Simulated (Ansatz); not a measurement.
# H2OSTe (SMILES SO[TeH]): one structure at several levels

One table from this session's results is given with a row withheld; the runs are named, their logs left out.

The runs use Ansatz 0.2.0, Gaussian basis; single points in def2-TZVPP.

Cores are frozen in the correlated methods. Filled d shells of the heavier atoms are correlated. Core potentials replace the inner electrons past krypton, and spin-orbit coupling is left out.

1 further run of the same task is left out (it didn't finish).

## Starting geometry

5 atoms, charge 0, spin multiplicity 1.

Atoms are counted from 1 here; the program's logs count them from 0.

Bond lengths: S1–O2 1.684 Å, S1–H4 1.355 Å, O2–Te3 2.079 Å, Te3–H5 1.745 Å. Angles: O2–S1–H4 100.3°, S1–O2–Te3 122.7°, O2–Te3–H5 94.8°.

As a file:

```
S    -1.3641   -0.9966   -0.0800
O    -0.3969   -0.0438    0.9163
Te    1.6734    0.0249    0.7398
H    -1.4977   -0.1730   -1.1482
H     1.6719    1.1936   -0.5558
```

Set-up of the first run:

run/in.yaml reads:

```yaml
crystal:
  periodic: [false, false, false]
  atoms:
    - {symbol: S, position_ang: [-1.364071, -0.996640, -0.079952]}
    - {symbol: O, position_ang: [-0.396874, -0.043806, 0.916267]}
    - {symbol: Te, position_ang: [1.673390, 0.024945, 0.739767]}
    - {symbol: H, position_ang: [-1.497740, -0.173030, -1.148154]}
    - {symbol: H, position_ang: [1.671856, 1.193556, -0.555803]}
basis:
  gaussian: {orbitals: def2-TZVPP}
hamiltonian: {xc: pbe, dispersion: d4}
output: {forces: true}
```

The run is started by

```sh
$ ansatz run in.yaml --threads 2 --pin off --events-out ev --progress --plain --max-ram 3481MiB
```

Among the steps run: PBE-D4/def2-TZVPP; r2SCAN-D4/def2-TZVPP; PBE0-D4/def2-TZVPP; wB97M-V/def2-TZVPP; CCSD(T)/def2-TZVPP.

One table of the session follows, with a row left open; its other results are not shown here.

```
   method  RMS force component (eV/Å)  angle to CCSD(T) forces (°)  dipole (D)
   PBE-D4                       0.366                         34.3        1.58
r2SCAN-D4                           ?                            ?           ?
  PBE0-D4                       0.619                         20.8        1.90
  wB97M-V                       0.679                          9.9        2.09
  CCSD(T)                       0.592                    reference        1.91
```

**Question.** Estimate the row for r2SCAN-D4.

**Answer.** RMS force component (eV/Å): 0.502; angle to CCSD(T) forces (°): 21.8; dipole (D): 1.71. In the column «RMS force component (eV/Å)» it lies between PBE-D4 (0.366) and CCSD(T) (0.592).
